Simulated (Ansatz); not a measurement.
# Li3Lu (P6_3/mmc) in Ansatz: reference runs

Aim: a first look at Li3Lu with PBE, on the cell as given and on a disturbed one.

All numbers are computed with Ansatz 0.2.0; they aren't measurements. Logs are shortened: lines on timing, memory, paths and dates and some standing lists are left out, and cuts for length are marked.

## (1) Starting point

Symmetry: P6_3/mmc, No. 194, hexagonal system. Conventional cell: a = 6.416 Å, b = 6.416 Å, c = 5.004 Å, α = 90.00°, β = 90.00°, γ = 120.00°. Around Lu (site symmetry -6m2) lie 12 Li at 3.21 Å. Li (site symmetry mm2) has 6 Li at 2.95 to 3.02 Å and 4 Lu at 3.21 Å as nearest neighbours.

The cell comes from a database or a generator and needn't be the stable form of this composition.

## (2) Single point, PBE

Contents of input.yaml:

```yaml
crystal:
  lattice:
    - [6.416179621, 0.0, 0.0]
    - [-3.2080898105, 5.556574547, 0.0]
    - [0.0, 0.0, 5.00358]
  atoms:
    - { symbol: Lu, position: [0.6666666667, 0.3333333333, 0.25] }
    - { symbol: Lu, position: [0.3333333333, 0.6666666667, 0.75] }
    - { symbol: Li, position: [0.30599799, 0.152998995, 0.75] }
    - { symbol: Li, position: [0.847001005, 0.152998995, 0.75] }
    - { symbol: Li, position: [0.847001005, 0.69400201, 0.75] }
    - { symbol: Li, position: [0.69400201, 0.847001005, 0.25] }
    - { symbol: Li, position: [0.152998995, 0.847001005, 0.25] }
    - { symbol: Li, position: [0.152998995, 0.30599799, 0.25] }
hamiltonian:
  xc: pbe
  pseudopotentials: { kind: paw }
kpoints:
  mp_grid: { grid: [5, 5, 6] }
scf:
  occupations: { method: fermi_dirac, width: 0.05 }
output:
  forces: true
  stress: true
  eigenvalues: true
  write_density: true
  write_potential: true
  elf: true
  volumetric_format: npy
```

Potentials or basis: Ansatz PAW.

Run with:

```
ansatz run input.yaml --threads 4 --pin off --max-ram 10240MiB --backend cpu --events-out ev --progress --plain --runs-dir out
```

The program printed:

```text
Warning: RAYON_NUM_THREADS=4 ignored (pool sized by the plan → 4); use --threads N
Engine: ansatz 0.2.0, aarch64-unknown-linux-gnu
Pseudopotentials: kind: paw
Pseudopotential: Lu, paw, valence charge 25, recommended cutoff 420 eV (normal), Lu.paw.azcp
Pseudopotential: Li, paw, valence charge 3, recommended cutoff 420 eV (normal), Li.paw.azcp
Functional definition: PBE
  parameter kappa = 0.804
  parameter beta = 0.06672455060314922
  exchange = pbe_x(kappa = kappa, mu = beta*pi^2/3)
  correlation = pbe_c(beta = beta)
Crystal: 8 atoms, lattice volume = 178.388 Å³
Basis set: ecut = 420 eV, 3509 PW (Γ), exchange–correlation on 90×90×72 points (8 copies of the dense FFT grid, shifted against one another)
Bands: 42, of which v1, the nominal top of the filled ones, is band 34 counted from 1 (33 counted from 0)
Symmetry: 24 space group operations
Space group: P63/mmc (ITA 194), of the structure as read, at distance tolerance 5.6e-5 Å
k-points: 20 of 150
Non-local potential: Lu, projectors of the file, l = 0: 3, l = 1: 2, l = 2: 2, l = 3: 3
Non-local potential: Li, projectors of the file, l = 0: 3, l = 1: 2, l = 2: 1
PAW form: soft (Blöchl's): semilocal exchange-correlation on the pseudo side does not see the compensation charge
PAW one-centre angular grid: Lu, 590 points (default); XC on 64 Gauss nodes
PAW one-centre angular grid: Li, 110 points (default); XC on 64 Gauss nodes
Initial density: superposition of atomic densities (neutral atoms: chi_scale 0, normalization atom), corrected by the library's trained network
Initial wavefunctions: pseudopotential atomic-orbital guess
Functional: x = pbe(κ = 0.804, μ = 0.2195149727645171), c = pbe(β = 0.06672455060314922)
SCF iter   1: F=—  HF=-30691.303569 eV  |F-HF|=—  |Δ(HF+E_count)|=         —  Δρ=1.64e-3  dr2=7.89e-3  ethr=1.77e-3  ⟨swp⟩=8.0  Hψ=3652  notcnv=0
preconditioner: auto → Kerker (q_TF=auto, 2.323 Å⁻¹)  [metal: Δε(μ)=0.020 eV  Ē_g=5.870 eV  σ=0.050 eV  W_gap=0.10  n_scr=32 (ndim 8)  ℏωp=17.6 eV  f_vac=0.000  D(μ)=9.39/eV (n_scr^D=82)]
SCF iter   2: F=—  HF=-30691.300236 eV  |F-HF|=—  |Δ(HF+E_count)|=   3.33e-3  Δρ=1.25e-3  dr2=5.57e-3  ethr=1.16e-5  ⟨swp⟩=3.1  Hψ=2338  notcnv=0
SCF iter   3: F=—  HF=-30691.296488 eV  |F-HF|=—  |Δ(HF+E_count)|=   3.75e-3  Δρ=8.63e-4  dr2=2.62e-3  ethr=8.19e-6  ⟨swp⟩=2.5  Hψ=1683  notcnv=0
SCF iter   4: F=—  HF=-30691.296278 eV  |F-HF|=—  |Δ(HF+E_count)|=   2.11e-4  Δρ=3.28e-4  dr2=1.60e-4  ethr=3.85e-6  ⟨swp⟩=2.8  Hψ=1832  notcnv=0
SCF iter   5: F=—  HF=-30691.296053 eV  |F-HF|=—  |Δ(HF+E_count)|=   2.25e-4  Δρ=8.65e-5  dr2=1.48e-5  ethr=2.35e-7  ⟨swp⟩=3.0  Hψ=1954  notcnv=0
SCF iter   6: F=—  HF=-30691.295983 eV  |F-HF|=—  |Δ(HF+E_count)|=   7.01e-5  Δρ=4.15e-5  dr2=1.90e-6  ethr=2.17e-8  ⟨swp⟩=3.4  Hψ=1943  notcnv=0
SCF iter   7: F=—  HF=-30691.295936 eV  |F-HF|=—  |Δ(HF+E_count)|=   4.65e-5  Δρ=7.24e-6  dr2=1.30e-7  ethr=2.80e-9  ⟨swp⟩=3.0  Hψ=1980  notcnv=0
SCF iter   8: F=—  HF=-30691.295936 eV  |F-HF|=—  |Δ(HF+E_count)|=   1.07e-8  Δρ=1.59e-6  dr2=4.87e-9  ethr=1.47e-10  ⟨swp⟩=14.3  Hψ=9648  notcnv=0
SCF iter   9: F=-30691.295936 eV  HF=-30691.295936 eV  |F-HF|=1.24e-8  |Δ(HF+E_count)|=   6.85e-8  Δρ=5.79e-7  dr2=3.65e-10  ethr=7.16e-12  ⟨swp⟩=10.8  Hψ=7090  notcnv=0
SCF 1 converged in 9 iterations: F = -30691.295936 eV  dr2 = 3.65e-10
  Residual-converged pass: ⟨swp⟩=1.1  Hψ=922  notcnv=0  max |occ|·‖R‖ = 6.9e-9 eV (tolerance 1.0e-8 eV)  dr2=3.65e-10  dr2_onsite=1.80e-8  max |Δocc| = 5.5e-12
SCF converged after 9 iterations
Free energy (F): -30691.295936 eV
Harris-Foulkes:  -30691.295936 eV  (|F-HF|=1.24e-8)
Internal energy: -30691.222623 eV  (E = F + TS)
E sigma→0 (E₀):  -30691.259280 eV
Entropy (-TS):   -0.073313 eV (-9.164 meV/atom)
Fermi energy:    5.204557 eV
--- Per-component energies (eV) ---
  E_band       = -945.436940
  E_kinetic    = 955.400256
  E_local      = -17770.601260  (includes V_loc(G=0)·N_el)
  E_nonlocal   = 955.921050
  E_hartree    = 7435.917482
  E_xc         = -492.656121
  E_vxc        = -588.726776  (∫ρ·V_xc dr)
  E_paw        = -14874.402378  (= ΣΔE_a)
  E_vpaw       = 630.732630  (= ΣTr[D̂ρ^β])
  E_aug_tail   = 0.000180  (compensation charges beyond the density's cutoff)
  E_ewald      = -6900.801832
  E_smearing   = -0.073313  (= −TS)
  E_closure    = -0.000000  (closes the sum)
  Σ components = -30691.295936   (vs F -30691.295936, Δ=0.00e0)
--- Forces (eV/Å), atoms counted from 1 ---
  atom   1  Lu     0.00000000     0.00000000     0.00000000
  atom   2  Lu    -0.00000000    -0.00000000     0.00000000
  atom   3  Li     0.04253016     0.02455480     0.00000000
  atom   4  Li    -0.04253016     0.02455480     0.00000000
  atom   5  Li     0.00000000    -0.04910960     0.00000000
  atom   6  Li    -0.04253016    -0.02455480     0.00000000
  atom   7  Li     0.04253016    -0.02455480     0.00000000
  atom   8  Li     0.00000000     0.04910960     0.00000000
  max |Σ_I F_I| component: 9.25e-18 eV/Å
--- Stress (GPa, compression-positive) ---
        0.093983      -0.000000      -0.000000
       -0.000000       0.093983       0.000000
       -0.000000       0.000000      -0.000055
  P = ⅓ Tr σ = 0.0626 GPa (0.626 kbar)
--- Band table (eV; the first three rows and the last of 20) ---
  k-point 0: bands = ["-52.0536", "-52.0531", "-40.7575", "-40.7457", "-40.7457", "-40.7431", "-40.7386", "-40.7386", "-22.6819", "-22.6819", "-22.6766", "-22.6698", "-22.6698", "-22.6657", "-0.7573", "-0.7557", "-0.7519", "-0.7515", "-0.7504", "-0.7504", "-0.7483", "-0.7473", "-0.7473", "-0.7467", "-0.7467", "-0.7461", "-0.7461", "-0.7429", "0.6654", "4.4579", "4.4811", "4.8418", "4.8418", "4.8713", "4.8713", "5.4506", "5.9327", "6.2557", "6.2557", "6.9919", "6.9919", "7.4097"]
  k-point 1: bands = ["-52.0536", "-52.0532", "-40.7565", "-40.7452", "-40.7452", "-40.7441", "-40.7391", "-40.7391", "-22.6811", "-22.6811", "-22.6766", "-22.6706", "-22.6706", "-22.6672", "-0.7569", "-0.7554", "-0.7522", "-0.7518", "-0.7497", "-0.7497", "-0.7486", "-0.7473", "-0.7473", "-0.7471", "-0.7471", "-0.7456", "-0.7456", "-0.7439", "0.8299", "4.2793", "4.6635", "4.7214", "4.8734", "4.8734", "4.9411", "4.9411", "6.0576", "6.0576", "6.6323", "6.6323", "7.1106", "7.6899"]
  k-point 2: bands = ["-52.0535", "-52.0532", "-40.7539", "-40.7467", "-40.7439", "-40.7439", "-40.7404", "-40.7404", "-22.6788", "-22.6788", "-22.6761", "-22.6727", "-22.6727", "-22.6707", "-0.7558", "-0.7547", "-0.7530", "-0.7529", "-0.7490", "-0.7484", "-0.7484", "-0.7476", "-0.7476", "-0.7470", "-0.7470", "-0.7463", "-0.7453", "-0.7453", "1.3102", "3.0793", "4.9818", "4.9818", "5.1293", "5.1293", "5.1975", "5.4010", "5.6895", "5.6895", "6.1007", "6.1007", "7.7436", "7.9855"]
  k-point 19: bands = ["-52.0534", "-52.0534", "-40.7493", "-40.7493", "-40.7432", "-40.7432", "-40.7421", "-40.7421", "-22.6819", "-22.6819", "-22.6756", "-22.6756", "-22.6677", "-22.6677", "-0.7552", "-0.7552", "-0.7534", "-0.7534", "-0.7493", "-0.7493", "-0.7475", "-0.7475", "-0.7462", "-0.7462", "-0.7456", "-0.7456", "-0.7449", "-0.7449", "2.6767", "2.6767", "3.7202", "3.7202", "4.2441", "4.2441", "5.4921", "5.4921", "5.8786", "5.8786", "7.2200", "7.2200", "7.4942", "7.4942"]
```

Run time: 4.7 s. Hardware: 4 threads of Arm Neoverse V1, shared host; peak memory 0.6 GiB.

Results:

- Free energy: -30691.2959 eV
- Pressure: 0.1 GPa
- Largest force: 0.049 eV/Å
- Band gap on the k mesh: none (metal or under the smearing width)

Forces in eV/Å, atoms in the order of the input:
```
Lu   0.000  0.000  0.000
Lu   0.000  0.000  0.000
Li   0.043  0.025  0.000
Li  -0.043  0.025  0.000
Li   0.000 -0.049  0.000
Li  -0.043 -0.025  0.000
Li   0.043 -0.025  0.000
Li   0.000  0.049  0.000
```

Levels at points of the mesh, in eV from the Fermi level:
```
            k point  band 32  band 33  band 34  band 35  band 36  band 37
 (0.00, 0.00, 0.00)    -0.36    -0.36    -0.33    -0.33     0.25     0.73
(0.00, 0.00, -0.50)    -0.04    -0.04    -0.04     0.46     0.46     0.46
```

## (3) Single point, PBE (atoms moved at random, drawn with an rms of 0.05 Å)

Contents of input.yaml:

```yaml
crystal:
  lattice:
    - [6.416179621, 0.0, 0.0]
    - [-3.2080898105, 5.556574547, 0.0]
    - [0.0, 0.0, 5.00358]
  atoms:
    - { symbol: Lu, position: [0.67279, 0.334982, 0.252511] }
    - { symbol: Lu, position: [0.331839, 0.663381, 0.756371] }
    - { symbol: Li, position: [0.308996, 0.158129, 0.755517] }
    - { symbol: Li, position: [0.850291, 0.149256, 0.747424] }
    - { symbol: Li, position: [0.846737, 0.691503, 0.75403] }
    - { symbol: Li, position: [0.6973, 0.852408, 0.247741] }
    - { symbol: Li, position: [0.158401, 0.849883, 0.25076] }
    - { symbol: Li, position: [0.148741, 0.303221, 0.254081] }
hamiltonian:
  xc: pbe
  pseudopotentials: { kind: paw }
kpoints:
  mp_grid: { grid: [5, 5, 6] }
scf:
  occupations: { method: fermi_dirac, width: 0.05 }
output:
  forces: true
  stress: true
  eigenvalues: true
```

Potentials or basis: Ansatz PAW.

Run with:

```
ansatz run input.yaml --threads 4 --pin off --max-ram 10240MiB --backend cpu --events-out ev --progress --plain --runs-dir out
```

The program printed:

```text
Warning: RAYON_NUM_THREADS=4 ignored (pool sized by the plan → 4); use --threads N
[... 9 set-up lines as earlier in the session ...]
Crystal: 8 atoms, lattice volume = 178.388 Å³
Basis set: ecut = 420 eV, 3509 PW (Γ), exchange–correlation on 90×90×72 points (8 copies of the dense FFT grid, shifted against one another)
Bands: 42, of which v1, the nominal top of the filled ones, is band 34 counted from 1 (33 counted from 0)
Symmetry: 1 space group operations
Space group: P1 (ITA 1), of the structure as read, at distance tolerance 5.6e-5 Å
k-points: 76 of 150 (time reversal used)
[... 8 set-up lines as earlier in the session ...]
SCF iter   1: F=—  HF=-30691.293322 eV  |F-HF|=—  |Δ(HF+E_count)|=         —  Δρ=1.64e-3  dr2=8.19e-3  ethr=1.77e-3  ⟨swp⟩=7.9  Hψ=13970  notcnv=0
preconditioner: auto → Kerker (q_TF=auto, 2.323 Å⁻¹)  [metal: Δε(μ)=0.014 eV  Ē_g=5.871 eV  σ=0.050 eV  W_gap=0.07  n_scr=32 (ndim 8)  ℏωp=17.6 eV  f_vac=0.000  D(μ)=9.35/eV (n_scr^D=82)]
SCF iter   2: F=—  HF=-30691.289967 eV  |F-HF|=—  |Δ(HF+E_count)|=   3.35e-3  Δρ=1.24e-3  dr2=5.62e-3  ethr=1.20e-5  ⟨swp⟩=3.2  Hψ=9027  notcnv=0
SCF iter   3: F=—  HF=-30691.286403 eV  |F-HF|=—  |Δ(HF+E_count)|=   3.56e-3  Δρ=8.60e-4  dr2=2.65e-3  ethr=8.26e-6  ⟨swp⟩=2.6  Hψ=6666  notcnv=0
SCF iter   4: F=—  HF=-30691.286168 eV  |F-HF|=—  |Δ(HF+E_count)|=   2.35e-4  Δρ=2.99e-4  dr2=1.36e-4  ethr=3.89e-6  ⟨swp⟩=2.2  Hψ=5803  notcnv=0
SCF iter   5: F=—  HF=-30691.285971 eV  |F-HF|=—  |Δ(HF+E_count)|=   1.97e-4  Δρ=9.20e-5  dr2=1.67e-5  ethr=2.00e-7  ⟨swp⟩=2.9  Hψ=7324  notcnv=0
SCF iter   6: F=—  HF=-30691.285888 eV  |F-HF|=—  |Δ(HF+E_count)|=   8.30e-5  Δρ=3.96e-5  dr2=2.71e-6  ethr=2.46e-8  ⟨swp⟩=3.0  Hψ=7309  notcnv=0
SCF iter   7: F=—  HF=-30691.285858 eV  |F-HF|=—  |Δ(HF+E_count)|=   3.02e-5  Δρ=1.81e-5  dr2=5.40e-7  ethr=3.98e-9  ⟨swp⟩=3.0  Hψ=7811  notcnv=0
SCF iter   8: F=-30691.285857 eV  HF=-30691.285857 eV  |F-HF|=6.18e-10  |Δ(HF+E_count)|=   7.24e-7  Δρ=7.22e-6  dr2=9.30e-8  ethr=1.47e-10  ⟨swp⟩=7.6  Hψ=23661  notcnv=0
SCF 1 converged in 8 iterations: F = -30691.285857 eV  dr2 = 9.30e-8
SCF converged after 8 iterations
Free energy (F): -30691.285857 eV
Harris-Foulkes:  -30691.285857 eV  (|F-HF|=6.18e-10)
Internal energy: -30691.212745 eV  (E = F + TS)
E sigma→0 (E₀):  -30691.249301 eV
Entropy (-TS):   -0.073113 eV (-9.139 meV/atom)
Fermi energy:    5.204692 eV
--- Per-component energies (eV) ---
  E_band       = -945.533466
  E_kinetic    = 955.388430
  E_local      = -17768.529915  (includes V_loc(G=0)·N_el)
  E_nonlocal   = 955.914872
  E_hartree    = 7434.826388
  E_xc         = -492.648984
  E_vxc        = -588.717344  (∫ρ·V_xc dr)
  E_paw        = -14874.384614  (= ΣΔE_a)
  E_vpaw       = 630.775919  (= ΣTr[D̂ρ^β])
  E_aug_tail   = 0.000179  (compensation charges beyond the density's cutoff)
  E_ewald      = -6901.779100
  E_smearing   = -0.073113  (= −TS)
  E_closure    = -0.000000  (closes the sum)
  Σ components = -30691.285857   (vs F -30691.285857, Δ=0.00e0)
--- Forces (eV/Å), atoms counted from 1 ---
  atom   1  Lu    -0.08466831     0.04002863    -0.01523327
  atom   2  Lu    -0.01500718     0.05813997    -0.06760479
  atom   3  Li     0.08864702    -0.04285902    -0.02169604
  atom   4  Li    -0.08899885     0.01995592     0.04368770
  atom   5  Li     0.00724348    -0.01920162    -0.03020026
  atom   6  Li    -0.02560013    -0.11655478     0.04672864
  atom   7  Li     0.01752515    -0.01883562     0.04982960
  atom   8  Li     0.10084539     0.07934029    -0.00551406
  max |Σ_I F_I| component: 1.38e-5 eV/Å
--- Stress (GPa, compression-positive) ---
        0.025146      -0.069602       0.046907
       -0.069602       0.203134       0.012315
        0.046907       0.012315      -0.023704
  P = ⅓ Tr σ = 0.0682 GPa (0.682 kbar)
--- Band table (eV; the first three rows and the last of 76) ---
  k-point 0: bands = ["-52.0574", "-52.0545", "-40.7614", "-40.7524", "-40.7492", "-40.7456", "-40.7318", "-40.7243", "-22.6863", "-22.6827", "-22.6794", "-22.6743", "-22.6694", "-22.6679", "-0.7599", "-0.7584", "-0.7539", "-0.7539", "-0.7536", "-0.7525", "-0.7518", "-0.7506", "-0.7501", "-0.7488", "-0.7482", "-0.7480", "-0.7473", "-0.7447", "0.6661", "4.4629", "4.4776", "4.8409", "4.8448", "4.8693", "4.8718", "5.4464", "5.9320", "6.2377", "6.2790", "6.9453", "7.0406", "7.3914"]
  k-point 1: bands = ["-52.0574", "-52.0545", "-40.7606", "-40.7524", "-40.7493", "-40.7460", "-40.7317", "-40.7247", "-22.6855", "-22.6819", "-22.6794", "-22.6750", "-22.6703", "-22.6693", "-0.7595", "-0.7582", "-0.7542", "-0.7539", "-0.7532", "-0.7520", "-0.7519", "-0.7507", "-0.7504", "-0.7487", "-0.7483", "-0.7479", "-0.7469", "-0.7456", "0.8306", "4.2778", "4.6590", "4.7255", "4.8744", "4.8771", "4.9380", "4.9412", "6.0398", "6.0800", "6.6110", "6.6490", "7.1085", "7.6749"]
  k-point 2: bands = ["-52.0574", "-52.0545", "-40.7584", "-40.7533", "-40.7491", "-40.7469", "-40.7313", "-40.7257", "-22.6836", "-22.6797", "-22.6792", "-22.6766", "-22.6730", "-22.6720", "-0.7586", "-0.7576", "-0.7548", "-0.7548", "-0.7524", "-0.7519", "-0.7512", "-0.7507", "-0.7504", "-0.7489", "-0.7483", "-0.7481", "-0.7472", "-0.7464", "1.3107", "3.0789", "4.9788", "4.9869", "5.1201", "5.1291", "5.1969", "5.4064", "5.6723", "5.7111", "6.0941", "6.1043", "7.7402", "7.9848"]
  k-point 75: bands = ["-52.0574", "-52.0545", "-40.7601", "-40.7523", "-40.7497", "-40.7460", "-40.7319", "-40.7248", "-22.6858", "-22.6819", "-22.6772", "-22.6752", "-22.6721", "-22.6686", "-0.7586", "-0.7575", "-0.7554", "-0.7549", "-0.7530", "-0.7528", "-0.7517", "-0.7510", "-0.7505", "-0.7484", "-0.7472", "-0.7471", "-0.7461", "-0.7448", "1.3417", "2.9071", "3.3615", "4.5874", "5.0281", "5.1372", "5.4272", "5.4926", "6.1044", "6.2148", "6.7084", "6.9614", "7.4002", "7.5145"]
```

It took 17 s on 4 threads of Arm Neoverse V1, shared host; peak memory 0.73 GiB.

Results:

| Property | Result |
| --- | --- |
| Free energy | -30691.2859 eV |
| Pressure | 0.1 GPa |
| Largest force | 0.128 eV/Å |
| Band gap on the k mesh | none (metal or under the smearing width) |

Forces in eV/Å, atoms in the order of the input:
```
Lu  -0.085  0.040 -0.015
Lu  -0.015  0.058 -0.068
Li   0.089 -0.043 -0.022
Li  -0.089  0.020  0.044
Li   0.007 -0.019 -0.030
Li  -0.026 -0.117  0.047
Li   0.018 -0.019  0.050
Li   0.101  0.079 -0.006
```

Levels at points of the mesh, in eV from the Fermi level:
```
            k point  band 31  band 32  band 33  band 34  band 35  band 36  band 37  band 38
 (0.00, 0.00, 0.00)    -0.73    -0.36    -0.36    -0.34    -0.33     0.24     0.73     1.03
(0.00, 0.00, -0.50)    -0.05    -0.05    -0.03    -0.02     0.43     0.44     0.47     0.48
```

Spin-orbit coupling is left out, which matters for the levels of Lu.
